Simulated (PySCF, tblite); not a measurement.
**C₄H₁₂B₂O₃: geometry, infrared bands and NMR shifts**

Wanted: the infrared bands and NMR shifts of C₄H₁₂B₂O₃ (`B[C@@H](OC)OB(C)OC`), by calculation.

The runs use tblite 0.8.0 and PySCF 2.14.0, with density-fitted response routines of our own; the level of theory stands in each step. All values are computed, except where a source is named. Atoms count from 0, in the outputs and in this text.

**1. The starting structure**

21 atoms, charge 0, multiplicity 1; geometry from: force field or distance geometry start.

Bonds of the start (Å): B0–C1 1.60, C1–O2 1.41, O2–C3 1.38, C1–O4 1.38, O4–B5 1.46, B5–C6 1.60, B5–O7 1.43, O7–C8 1.40, B0–H9 1.15, B0–H10 1.19, C1–H11 1.10, C3–H12 1.11, C3–H13 1.11, C3–H14 1.11, C6–H15 1.09, C6–H16 1.10, C6–H17 1.11, C8–H18 1.10, C8–H19 1.12, C8–H20 1.10.

**2. Optimising the geometry with GFN2-xTB**

What the job is given:

```
{"job": {"kind": "relax", "xc": "GFN2-xTB", "basis": "xTB"}, "charge": 0, "multiplicity": 1}
B      1.411800     0.888500    -2.123500
C      1.222500     0.445400    -0.602000
O      2.348600     0.855800     0.136700
C      2.993200    -0.206200     0.727800
O      0.139900     1.153800    -0.118100
B     -0.943200     0.330000     0.404900
C     -2.336500     1.107600     0.556100
O     -0.917800    -1.084700     0.181100
C     -2.160800    -1.699000     0.344300
H      2.387200     1.350600    -2.527400
H      0.512200     0.624000    -2.849400
H      1.141700    -0.643800    -0.504100
H      3.860400     0.188300     1.305400
H      3.327100    -0.945400    -0.032300
H      2.274600    -0.687900     1.420700
H     -2.810500     1.127500    -0.425700
H     -2.947500     0.662500     1.356800
H     -2.065600     2.146900     0.837400
H     -2.910500    -1.211900    -0.303500
H     -2.460900    -1.622000     1.416400
H     -2.074800    -2.763300     0.070300
```

Launch:

```sh
> OMP_NUM_THREADS=1 python probes_run.py task.json out
```

The driver reads the jobs from task.json and runs them one after another.

**Question.** This job is followed by: GFN2-xTB harmonic vibrations, gas phase; GIAO PBE0/pcSseg-1 NMR shielding, non-relativistic, gas phase. What will the session give for the following? strongest single infrared mode (GFN2-xTB); zero-point energy (GFN2-xTB); 13C shifts against TMS (PBE0/pcSseg-1); 1H shifts against TMS (PBE0/pcSseg-1, means over atoms taken as alike); 11B shifts against BF3·OEt2 (PBE0/pcSseg-1); 17O shifts against H2O (PBE0/pcSseg-1); surface potential, 1st and 99th percentile.

The runs gave:

| quantity | value |
| --- | --- |
| strongest single infrared mode (GFN2-xTB) | 1219 cm⁻¹, 396 km/mol |
| zero-point energy (GFN2-xTB) | 102.7 kcal/mol |
| 13C shifts against TMS (PBE0/pcSseg-1) | 109.6, 58.0, 55.0, -2.7 ppm |
| 1H shifts against TMS (PBE0/pcSseg-1, means over atoms taken as alike) | 7.50, 5.80, 3.82, 3.52, 0.34 ppm |
| 11B shifts against BF3·OEt2 (PBE0/pcSseg-1) | 84.4, 28.8 ppm |
| 17O shifts against H2O (PBE0/pcSseg-1) | 165.6, 108.7, 63.6 ppm |
| surface potential, 1st and 99th percentile | -1.53 V and 1.45 V |

**Reading.** Over 118 steps the energy fell by 1.010 eV; of the close pairs, O4–B5 changed most, 1.458 to 1.347 Å. The lowest mode is slightly imaginary (9i cm⁻¹), a soft motion within the noise of the Hessian, so the minimum is not strictly shown. The strongest single mode, at 1219 cm⁻¹, moves mainly B5 and O7. GFN2-xTB is a fitted tight-binding method: band positions and strengths are rough. Its intensities can rank the bands wrongly. At PBE0/pcSseg-1: The largest span, 292 ppm, is at O7, where the paramagnetic term is -174 ppm. At PBE0/pcSseg-1, counted by nearest atom on the grid, the HOMO lies on O2 48 %; O4 11 %, the LUMO on B0 53 %; H9, H10 about 15 % each.
